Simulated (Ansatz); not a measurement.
# C6H12O: a ladder of functionals and wavefunction methods

The task here is to estimate one member of a computed series from the others.

The runs use Ansatz 0.2.0, Gaussian basis; functionals in def2-TZVPP, the program's frozen cores in correlated methods.

Plan: PBE-D4, r2SCAN-D4, PBE0-D4, B3LYP-D4, ωB97X-V, ωB97M-V, B2PLYP; CCSD(T)/def2-TZVPP; MP2/def2-QZVPP; extrapolation to the limit.

## The relaxed structure

An earlier PBE0-D4 in a triple-zeta def2 set relaxation fixed the geometry.

19 atoms, charge 0, spin multiplicity 1.

Atoms are counted from 1 here; the program's logs count them from 0.

Bond lengths: O1–C2 1.416 Å, O1–H8 0.961 Å, C2–C3 1.515 Å, C2–C7 1.520 Å, C2–H9 1.103 Å, C3–C4 1.522 Å, C3–H10 1.096 Å, C3–H11 1.093 Å, C4–C5 1.523 Å, C4–H12 1.097 Å, C4–H13 1.094 Å, C5–C6 1.522 Å, C5–H14 1.097 Å, C5–H15 1.094 Å, C6–C7 1.523 Å, C6–H16 1.094 Å, C6–H17 1.097 Å, C7–H18 1.096 Å and more. Angles: C2–O1–H8 108.3°, O1–C2–C3 107.4°, O1–C2–C7 112.1°, O1–C2–H9 109.7°, C3–C2–C7 110.9°, C3–C2–H9 108.3°, C7–C2–H9 108.4°, C2–C3–C4 111.3°, C2–C3–H10 108.0°, C2–C3–H11 109.2°, C4–C3–H10 110.1°, C4–C3–H11 111.2°, H10–C3–H11 106.9°, C3–C4–C5 111.4°, C3–C4–H12 109.4°, C3–C4–H13 109.9°, C5–C4–H12 109.2°, C5–C4–H13 110.4° and more.

Set-up of the first run:

in.yaml

```yaml
crystal:
  periodic: [false, false, false]
  atoms:
    - {symbol: O, position_ang: [-2.040852, -0.728829, 1.440084]}
    - {symbol: C, position_ang: [-1.193753, -0.218315, 0.426980]}
    - {symbol: C, position_ang: [-0.348094, -1.368114, -0.079975]}
    - {symbol: C, position_ang: [0.625003, -0.906442, -1.155881]}
    - {symbol: C, position_ang: [1.498920, 0.237880, -0.660828]}
    - {symbol: C, position_ang: [0.651674, 1.391167, -0.141113]}
    - {symbol: C, position_ang: [-0.319021, 0.917401, 0.932692]}
    - {symbol: H, position_ang: [-2.544700, 0.001676, 1.808167]}
    - {symbol: H, position_ang: [-1.802800, 0.158903, -0.412123]}
    - {symbol: H, position_ang: [0.202118, -1.784854, 0.771899]}
    - {symbol: H, position_ang: [-1.003073, -2.159576, -0.453822]}
    - {symbol: H, position_ang: [0.062718, -0.574532, -2.037680]}
    - {symbol: H, position_ang: [1.244427, -1.745954, -1.483534]}
    - {symbol: H, position_ang: [2.145896, -0.125959, 0.146989]}
    - {symbol: H, position_ang: [2.161114, 0.584074, -1.459862]}
    - {symbol: H, position_ang: [1.288214, 2.188694, 0.252405]}
    - {symbol: H, position_ang: [0.087087, 1.827882, -0.974420]}
    - {symbol: H, position_ang: [0.234054, 0.556448, 1.807979]}
    - {symbol: H, position_ang: [-0.948922, 1.748472, 1.272032]}
basis:
  gaussian: {orbitals: def2-TZVPP}
hamiltonian: {xc: pbe, dispersion: d4}
output: {forces: true, orbitals: {seedname: orbitals}}
```

On the command line:

```bash
ansatz run in.yaml --threads 2 --pin off --events-out ev --progress --plain --max-ram 32768MiB --backend cuda --devices 0, --max-vram 18GiB
```

Steps of the session up to this table: PBE-D4 (GGA); r2SCAN-D4 (meta-GGA); PBE0-D4 (hybrid); B3LYP-D4 (hybrid); ωB97X-V (range-separated); ωB97M-V (range-separated); B2PLYP (double hybrid); CCSD(T) in def2-TZVPP; MP2 in def2-QZVPP.

One of the session's tables, all rows but one given; the rest of the session is left out.

| method | atoms, summed (eV) | atomisation energy (kJ/mol) |
| --- | --- | --- |
| PBE-D4 | -8375.144 | 7975.7 |
| r2SCAN-D4 | -8382.611 | 7826.5 |
| PBE0-D4 | -8377.387 | 7874.0 |
| B3LYP-D4 | -8388.699 | 7798.1 |
| ωB97X-V | -8385.294 | 7822.9 |
| ωB97M-V | -8383.415 | 7830.6 |
| B2PLYP | -8381.038 | 7724.8 |
| HF/def2-TZVPP | -8353.031 | 5817.5 |
| MP2/def2-TZVPP | -8367.679 | 7748.3 |
| CCSD/def2-TZVPP | -8371.464 | 7536.5 |
| CCSD(T)/def2-TZVPP | ? | ? |
| MP2/CBS | -8370.327 | 7918.2 |
| CCSD(T)/CBS | -8374.521 | 7808.0 |

Q: Estimate the row for CCSD(T)/def2-TZVPP from the others.

The run gave: atoms, summed (eV): -8371.873; atomisation energy (kJ/mol): 7638.1. In the column «atoms, summed (eV)» it lies between CCSD(T)/CBS (-8374.521) and CCSD/def2-TZVPP (-8371.464).
